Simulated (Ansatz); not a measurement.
What does this script print? It uses Ansatz 0.2.0 through its Python package.

`energy_c4h10bn.py`
```python
"""Single point of C4H10BN."""

import ansatz as az
from ase import Atoms


def main() -> None:
    atoms = Atoms(["C", "N", "C", "B", "C", "C", "H", "H", "H", "H", "H", "H", "H", "H", "H", "H"], positions=[
        [2.8469, 0.0336, -0.5448],
        [1.5073, -0.3531, -0.1751],
        [0.5203, 0.4688, -0.241],
        [-0.9215, 0.0094, 0.1701],
        [-2.1223, 1.0509, 0.0772],
        [-1.179, -1.4814, 0.6742],
        [3.1948, 0.8691, 0.0998],
        [2.8736, 0.3463, -1.6107],
        [3.5271, -0.832, -0.4079],
        [0.6698, 1.4905, -0.5814],
        [-3.0746, 0.5817, 0.3995],
        [-1.9075, 1.9203, 0.7323],
        [-2.2273, 1.3997, -0.9708],
        [-2.2501, -1.632, 0.9214],
        [-0.8886, -2.1962, -0.1232],
        [-0.5687, -1.6755, 1.5804],
    ])
    mol = az.Crystal.molecule_from_ase(atoms)

    model = (
        mol.calculation()
        .basis(gaussian="def2-SVPD")
        .functional("B3LYP", dispersion="d3bj")
    )
    r = model.session().plan(threads=1).execute().report

    print(f"E = {r['free_energy_ev']:.6f} eV = {r['free_energy_ev'] / 27.211386246:.7f} Ha")
    print("converged:", r["converged"], " doubts:", r["published_state_doubts"] or "none")

    field = r["mean_field"]
    print("<S^2> =", round(abs(field["state"]["spin_squared"]), 4), " all-electron relativity setting:", field["relativity"])
    print("passes:", field["passes"])
    if "symmetry" in field:
        print("occupied orbitals by irrep:", field["symmetry"]["occupied"])


if __name__ == "__main__":
    main()
```

```console
$ python energy_c4h10bn.py
E = -6473.444579 eV = -237.8947004 Ha
converged: True  doubts: none
<S^2> = 0.0  all-electron relativity setting: none
passes: {'evaluations': 15, 'products': 15}
occupied orbitals by irrep: [{'A': 23}, {'A': 23}]
```

The settings weren't tested for convergence. The geometry is a force-field or estimated start, not a minimum of this method, and the basis set is short of its limit. b3lyp holds the VWN-RPA fit, as in Gaussian; the form of ORCA and Turbomole is b3lyp5. Run time: 12 s on 1 thread of Arm Neoverse V1, on a shared host, peak memory 0.44 GiB.

(A comment or docstring line of the script was reworded after the run, the code is as it ran.)
